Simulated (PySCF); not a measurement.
# Br⁺ (triplet): basis, grid and Hamiltonian

Which parts of the numerical set-up matter for Br⁺ (triplet)? Each run edits the base script.

The runs use PySCF 2.14.0; each script names its method and basis.

2 further runs of the same task are left out: 2 that didn't finish.

### 1 The atom

Br⁺ (triplet): 1 atom, charge 1, spin multiplicity 3.

### 2 Base script

Contents of input.py:

```python
from pyscf import gto, scf, mcscf

mol = gto.M(
    atom='Br 0 0 0',
    basis='sapporo-dkh3-dzp-2012',
    charge=1,
    spin=2,
    symmetry=True,
    verbose=3,
)
mf = scf.ROHF(mol)
mf = mf.sfx2c1e()
mf.kernel()
mc = mcscf.CASSCF(mf, 5, 6)
mc.kernel()
mc.analyze()
mf.dip_moment()
print('orbital energies (hartree):', mf.mo_energy[..., max(0, mol.nelec[1]-3):mol.nelec[0]+3].round(4))
```

Started as:

```
$ python input.py
```

The log of this run is left out.

It gives: E(SCF) = -2603.972834 Eh, E(CAS) − E(SCF) = -0.00086 Eh.

The triplet is typed in the script; nothing here shows that it is the ground state.

### 3 Cc-pvtz (X2C off)

Edit 1 changes basis set: sapporo-dkh3-dzp-2012 → cc-pvtz; spin-free X2C: on → off.

Contents of input.py:

```python
from pyscf import gto, scf, mcscf

mol = gto.M(
    atom='Br 0 0 0',
    basis='cc-pvtz',
    charge=1,
    spin=2,
    symmetry=True,
    verbose=3,
)
mf = scf.ROHF(mol)
mf.kernel()
mc = mcscf.CASSCF(mf, 5, 6)
mc.kernel()
mc.analyze()
mf.dip_moment()
print('orbital energies (hartree):', mf.mo_energy[..., max(0, mol.nelec[1]-3):mol.nelec[0]+3].round(4))
```

Started as:

```
$ python input.py
```

### 4 Spin-free X2C off

Edit 2 changes spin-free X2C: on → off.

Changes to input.py since step 2:

```diff
@@ -11,3 +11,2 @@
 mf = scf.ROHF(mol)
-mf = mf.sfx2c1e()
 mf.kernel()
```

### 5 Density fitting cc-pvdz-jkfit

Edit 3 changes density fitting: none → cc-pvdz-jkfit.

Changes to input.py since step 2:

```diff
@@ -12,2 +12,3 @@
 mf = mf.sfx2c1e()
+mf = mf.density_fit(auxbasis='cc-pvdz-jkfit')
 mf.kernel()
```

### 6 Cartesian functions on

Edit 4 changes Cartesian functions: off → on.

Changes to input.py since step 2:

```diff
@@ -8,2 +8,3 @@
     symmetry=True,
+    cart=True,
     verbose=3,
```

### 7 Lanl2dz (core potential on, X2C off)

Edit 5 changes basis set: sapporo-dkh3-dzp-2012 → lanl2dz; core potential: off → on; spin-free X2C: on → off. The core potential changes with it: totals don't compare.

Changes to input.py since step 2:

```diff
@@ -4,3 +4,4 @@
     atom='Br 0 0 0',
-    basis='sapporo-dkh3-dzp-2012',
+    basis='lanl2dz',
+    ecp={'Br': 'lanl2dz'},
     charge=1,
@@ -11,3 +12,2 @@
 mf = scf.ROHF(mol)
-mf = mf.sfx2c1e()
 mf.kernel()
```

### 8 Jorge-dzp-dkh

Edit 6 changes basis set: sapporo-dkh3-dzp-2012 → jorge-dzp-dkh.

Changes to input.py since step 2:

```diff
@@ -4,3 +4,3 @@
     atom='Br 0 0 0',
-    basis='sapporo-dkh3-dzp-2012',
+    basis='jorge-dzp-dkh',
     charge=1,
```

**Question.** What will these runs give? Wanted: for each run, E(SCF); from base; after the SCF.

**Answer**, as computed:

```
                                 run  E(SCF) (hartree)  from base (eV)  functions                 after the SCF
                                base      -2603.972834               0         43  CASSCF correlation -0.023 eV
                   cc-pvtz (X2C off)      -2572.042846  not comparable         43  CASSCF correlation -0.031 eV
     spin-free X2C off (poor choice)      -2551.248947  not comparable         43  CASSCF correlation -0.022 eV
       density fitting cc-pvdz-jkfit      -2603.299591        +18.3199         43  CASSCF correlation -0.023 eV
              Cartesian functions on      -2603.977826         -0.1358        n/a  CASSCF correlation -0.027 eV
lanl2dz (core potential on, X2C off)        -12.521552  not comparable          8  CASSCF correlation -0.030 eV
                       jorge-dzp-dkh      -2603.893761         +2.1517         43  CASSCF correlation -0.036 eV
```

What this shows: Of the runs whose energies can be compared, “density fitting cc-pvdz-jkfit” moves the SCF energy most (+18.320 eV). jorge-dzp-dkh (43 functions) gives an energy 2.15 eV higher than sapporo-dkh3-dzp-2012 (43). Rows marked «poor choice» come from settings spoiled on purpose.
